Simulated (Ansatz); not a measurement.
**C₇H₁₂: ionisation energy by level of theory**

An exercise on one series of results from a longer session: the logs are not shown, and one member is left open.

Program: Ansatz 0.2.0, Gaussian basis. Level of theory: unrestricted cation, the program's frozen cores in correlated methods. These are calculated values, not measurements.

Plan: UKS PBE-D4/def2-TZVPP; UKS r2SCAN-D4/def2-TZVPP; UKS PBE0-D4/def2-TZVPP; UKS B3LYP-D4/def2-TZVPP; UKS wB97X-V/def2-TZVPP; UKS wB97M-V/def2-TZVPP; UKS B2PLYP/def2-TZVPP; UHF-CCSD(T)/def2-TZVPP; UHF-MP2/def2-QZVPP; extrapolation to the limit; then −ε(HOMO) from the neutral's earlier runs with LDA (SPW92), PBE-D4, revPBE-D4, BLYP-D4, r2SCAN-D4, B97M-V, PBE0-D4, B3LYP-D4, r2SCANh-D4, r2SCAN0-D4, HSE06-D4, BHLYP-D4, CAM-B3LYP-D4, LC-ωPBE, ωB97X-V, ωB97M-V.

**Structure used throughout**

The geometry comes from an earlier relaxation with PBE0-D4 in a triple-zeta def2 set; it is a stationary point, not always the lowest conformer.

SMILES `C=C1CCCCC1`, 19 atoms, charge 0, spin multiplicity 1.

Atoms are counted from 1 here; the program's logs count them from 0.

Bond lengths: C1–C2 1.328 Å, C1–H8 1.085 Å, C1–H9 1.085 Å, C2–C3 1.499 Å, C2–C7 1.499 Å, C3–C4 1.529 Å, C3–H10 1.093 Å, C3–H11 1.099 Å, C4–C5 1.522 Å, C4–H12 1.094 Å, C4–H13 1.096 Å, C5–C6 1.522 Å, C5–H14 1.094 Å, C5–H15 1.098 Å, C6–C7 1.529 Å, C6–H16 1.094 Å, C6–H17 1.096 Å, C7–H18 1.093 Å and more. Angles: C2–C1–H8 121.4°, C2–C1–H9 121.4°, H8–C1–H9 117.1°, C1–C2–C3 122.8°, C1–C2–C7 122.8°, C3–C2–C7 114.3°, C2–C3–C4 111.0°, C2–C3–H10 110.4°, C2–C3–H11 108.8°, C4–C3–H10 110.9°, C4–C3–H11 108.4°, H10–C3–H11 107.1°, C3–C4–C5 111.3°, C3–C4–H12 109.9°, C3–C4–H13 108.9°, C5–C4–H12 110.5°, C5–C4–H13 109.3°, H12–C4–H13 106.8° and more.

Set-up of the first run:

in.yaml reads:

```yaml
crystal:
  periodic: [false, false, false]
  atoms:
    - {symbol: C, position_ang: [-0.660432, -2.006749, -1.213578]}
    - {symbol: C, position_ang: [-0.612048, -0.876529, -0.517306]}
    - {symbol: C, position_ang: [-0.514862, -0.846477, 0.978333]}
    - {symbol: C, position_ang: [0.693488, -0.028058, 1.433249]}
    - {symbol: C, position_ang: [0.682359, 1.362520, 0.814737]}
    - {symbol: C, position_ang: [0.609095, 1.292076, -0.703835]}
    - {symbol: C, position_ang: [-0.599458, 0.476317, -1.162993]}
    - {symbol: H, position_ang: [-0.714742, -2.001823, -2.297194]}
    - {symbol: H, position_ang: [-0.652831, -2.974368, -0.722807]}
    - {symbol: H, position_ang: [-0.470973, -1.862359, 1.378377]}
    - {symbol: H, position_ang: [-1.423311, -0.379160, 1.383022]}
    - {symbol: H, position_ang: [0.709461, 0.038633, 2.525071]}
    - {symbol: H, position_ang: [1.609513, -0.550499, 1.133894]}
    - {symbol: H, position_ang: [1.569819, 1.921923, 1.125245]}
    - {symbol: H, position_ang: [-0.185048, 1.918831, 1.192646]}
    - {symbol: H, position_ang: [0.565070, 2.297775, -1.132105]}
    - {symbol: H, position_ang: [1.521702, 0.822796, -1.089304]}
    - {symbol: H, position_ang: [-0.614355, 0.379890, -2.251322]}
    - {symbol: H, position_ang: [-1.512446, 1.015259, -0.874132]}
basis:
  gaussian: {orbitals: def2-TZVPP}
total_charge: 1
magnetization: {spin_polarized: true, initial_magnetization: 1}
hamiltonian: {xc: pbe, dispersion: d4}
```

Launch:

```
ansatz run in.yaml --threads 2 --pin off --events-out ev --progress --plain --max-ram 32768MiB --backend cuda --devices 0, --max-vram 18GiB
```

Among the steps run: Cation, UKS PBE-D4/def2-TZVPP; Cation, UKS r2SCAN-D4/def2-TZVPP; Cation, UKS PBE0-D4/def2-TZVPP; Cation, UKS B3LYP-D4/def2-TZVPP; Cation, UKS wB97X-V/def2-TZVPP; Cation, UKS wB97M-V/def2-TZVPP; Cation, UKS B2PLYP (frozen core)/def2-TZVPP; Cation, UHF-CCSD(T)/def2-TZVPP; Cation, UHF-MP2/def2-QZVPP.

One of the session's tables, all rows but one given; the rest of the session is left out.

It belongs to the step «Ionisation energies side by side». For comparison, −ε(HOMO) of the neutral from earlier runs:

```
  functional  −ε(HOMO) (eV)
 LDA (SPW92)           6.03
      PBE-D4           5.86
   revPBE-D4           5.79
     BLYP-D4           5.71
   r2SCAN-D4              ?
      B97M-V           6.08
     PBE0-D4           6.96
    B3LYP-D4           6.75
  r2SCANh-D4           6.45
  r2SCAN0-D4           7.08
    HSE06-D4           6.56
    BHLYP-D4           7.91
CAM-B3LYP-D4           8.28
     LC-ωPBE           9.65
     ωB97X-V           9.28
     ωB97M-V           9.19
```

Q: Estimate the row for r2SCAN-D4 from the others.

Worked estimate for «−ε(HOMO) (eV)». Against the share of exact exchange, r2SCANh-D4 (0.1, 6.45), r2SCAN0-D4 (0.25, 7.08) give a slope of 4.20 per unit share; at 0 the line stands at 6.03.

The run gave: −ε(HOMO) (eV): 6.04. In «−ε(HOMO) (eV)» the line misses by -0.01.
